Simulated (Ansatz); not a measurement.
# NaSr2: the cost of one run

Computed with Ansatz 0.2.0 (DFT PBE, scalar-relativistic, plane waves, PAW, unless a step names another level, unless a step's input says otherwise).

### 1 The starting structure

The structure is tetragonal, space group I4/mmm (No. 139). Conventional cell: a = 4.406 Å, b = 4.406 Å, c = 15.148 Å, α = 90.00°, β = 90.00°, γ = 90.00°. Around Na (site symmetry 4/mmm) lie 8 Sr at 3.90 Å and 4 Na at 4.41 Å. Sr (site symmetry 4mm) has 4 Na at 3.90 Å and 8 Sr at 4.25 to 4.41 Å in its first shell of neighbours.

Coordinates:

```cif
data_structure
_symmetry_space_group_name_H-M 'P 1'
_symmetry_Int_Tables_number 1
_cell_length_a 8.1897
_cell_length_b 8.1897
_cell_length_c 8.1897
_cell_angle_alpha 148.790
_cell_angle_beta 148.790
_cell_angle_gamma 44.721
_cell_volume 147.04
loop_
_atom_site_label
_atom_site_type_symbol
_atom_site_fract_x
_atom_site_fract_y
_atom_site_fract_z
_atom_site_occupancy
Na1 Na 0.00000 0.00000 0.00000 1
Sr1 Sr 0.34559 0.34559 0.00000 1
Sr2 Sr 0.65441 0.65441 0.00000 1
```

It came out lowest among 23 distinct ends of the trial cells. At a tolerance of 0.05 Å it has space group I4/mmm (No. 139).

### 2 Relaxing to 0.001 eV/Å, on the response runs' mesh and smearing

The input, input.yaml:

```yaml
crystal:
  lattice:
    - [-2.2030818916, 2.2030818916, 7.5738984678]
    - [2.2030818916, -2.2030818916, 7.5738984678]
    - [2.2030818916, 2.2030818916, -7.5738984678]
  atoms:
    - { symbol: Na, position: [0.0, 0.0, 0.0] }
    - { symbol: Sr, position: [0.3455937022, 0.3455937022, 0.0] }
    - { symbol: Sr, position: [0.6544062978, 0.6544062978, 0.0] }
basis:
  ecutwfc: 420
kpoints:
  mp_grid: { grid: [12, 12, 12] }
hamiltonian:
  xc: pbe
scf:
  occupations: { method: gaussian, width: 0.1 }
output:
  forces: true
  stress: true
  eigenvalues: true
relax:
  adjacent_minimum: "off"
  f_tol: 0.001
  max_steps: 60
  cell: { stress_tol: 0.01 }
```

Started as:

```bash
> ansatz run input.yaml --threads 3 --pin off --max-ram 7680MiB --backend cpu --events-out ev --progress --plain --runs-dir out
```

**Question.** How long does this run take on 3 threads of AMD EPYC 9R45 (Zen 5), shared host, and how much memory does it need?

About 7.6 s, with a peak of 0.72 GiB.
